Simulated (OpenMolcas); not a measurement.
# Cs: CASSCF terms and fine-structure levels

Which level of Cs lies lowest, and where do the others fall? The reference wave functions come first, then spin-orbit coupling.

Method: state-averaged CASSCF, spin-orbit coupling by RASSI with atomic mean-field integrals. Code: OpenMolcas 26.06.

### Step 1. The system

- Species: Cs (caesium, Z = 55, 55 electrons)
- Basis: ANO-RCC-MB [6s5p2d], 31 functions
- Scalar Hamiltonian: DKH4, point nucleus
- Inactive shells: 1s 2s 2p 3s 3p 3d 4s 4p 4d 5s 5p
- Active space: 1 electron in 4 orbitals (6s 6p)
- Some configurations of this space: 6p, 6s
- Orbitals: optimised for the ground-state spin in each parity, averaged over the low roots

Outer shells as boxes (Hund's rule):

6p
```
6p [↑ ][  ][  ]
```

6s
```
6s [↑ ]
```

Each step is its own input file, run in one work folder so that later steps find the files of earlier ones. Labels, J, g values, rates, χT and fits are worked out afterwards by a script from the matrices that RASSI stores.

### Step 2. GATEWAY and SEWARD: basis and integrals

Contents of a.inp:

```
&GATEWAY
Coord
1

Cs 0.0 0.0 0.0
Basis=ANO-RCC-MB
Group=XYZ
NoMove
AngMom=0.0 0.0 0.0
AMFI
&SEWARD
Relativistic=R04O02
```

Started as:

```sh
$ OMP_NUM_THREADS=1 MOLCAS_MEM=2252 MOLCAS_PROJECT=a pymolcas a.inp > a.log
```

### Step 3. CASSCF: doublets of even parity, 1 root

Contents of a.inp:

```
&RASSCF
FileOrb=start.orb
Symmetry=1
Spin=2
nActEl=1 0 0
Inactive=15 12
Ras2=1 3
CIRoot=1 1 1
SDav=1
CIMx=300
Iter=120 100
PrWF=0.3
OrbListing=Nothing
MaxOrb=0
Atom
>>> COPY $Project.JobIph JOB001
```

start.orb holds the contracted functions of the basis, ordered by shell, or the orbitals of the step before.

### Step 4. CASSCF: doublets of odd parity, 3 roots

Contents of a.inp:

```
&RASSCF
FileOrb=start.orb
Symmetry=2
Spin=2
nActEl=1 0 0
Inactive=15 12
Ras2=1 3
CIRoot=3 3 1
SDav=3
CIMx=300
Iter=120 100
PrWF=0.3
OrbListing=Nothing
MaxOrb=0
Atom
>>> COPY $Project.JobIph JOB002
```

### Step 5. State interaction with spin-orbit coupling

Contents of a.inp:

```
&RASSI
NrOfJobIphs=2 1 3
1
1 2 3
IphNames
JOB001
JOB002
EJob
SpinOrbit
DIPRint=1.0
SOCoupling=1000.0
Subsets=2
MEES
Property=10
'ANGMOM' 1 'ANGMOM' 2 'ANGMOM' 3 'MLTPL  1' 1 'MLTPL  1' 2 'MLTPL  1' 3
'AMFI' 1 'AMFI' 2 'AMFI' 3 'MLTPL  2' 6
SOProperty=3
'ANGMOM' 1 'ANGMOM' 2 'ANGMOM' 3
```

(Steps that only read results are left out.)

What does the calculation give? Wanted: lowest level; first excited level; strongest of the lines computed, by gA, at CASSCF energies.

**Answer**, as computed:

| quantity | value |
| --- | --- |
| method | CASSCF |
| lowest level | 6s 2S 1/2, 100 % of that term, g = 2.002 |
| ground level listed by NIST | 2S1/2 |
| first excited level | 6p 2P* 1/2 at 9291 cm-1 |
| strongest of the lines computed, by gA, at CASSCF energies | 6p 2P* 3/2 → 6s 2S 1/2, 1033 nm, A = 2.53e+07 s⁻¹ |

The computed levels miss the measured ones by 2000 cm⁻¹ on average. Only the configurations of the active space and the roots asked for are present. Levels of other configurations are missing from the list.
